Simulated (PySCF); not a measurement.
# Cl6Ir ([IrCl6]3-): the cost of one run

Computed with PySCF 2.14.0 and routines of our own; the level stands in each step. Atoms count from 0.

## Step 1: The system as given

7 atoms, charge -3, multiplicity 1; geometry from: GFN2-xTB.

## Step 2: Relaxing the molecule at PBE0-D3(BJ)/def2-SVP

The job: settings as JSON, then the geometry in Å.

```
{"job": {"xc": "PBE0", "basis": "def2-SVP", "d3": "d3bj", "grid": 1, "maxiter": 30, "shake": 0.03, "kind": "geom"}, "charge": -3, "multiplicity": 1}
Ir     0.062760    -0.077680     0.012130
Cl    -0.035840    -0.023040     2.361160
Cl    -0.042830     0.002340    -2.394590
Cl     2.468870     0.009690     0.008330
Cl    -2.375910    -0.017780    -0.051930
Cl    -0.021280     2.380250     0.003810
Cl     0.036100    -2.375800    -0.007450
```

Command:

```
$ OMP_NUM_THREADS=1 python heavy_run.py task.json out
```

This one command runs all jobs of the session in turn.

Q: Estimate the wall time and peak memory of this first job on 1 thread of AMD EPYC, shared host.

About 3 min, with a peak of 0.59 GiB.
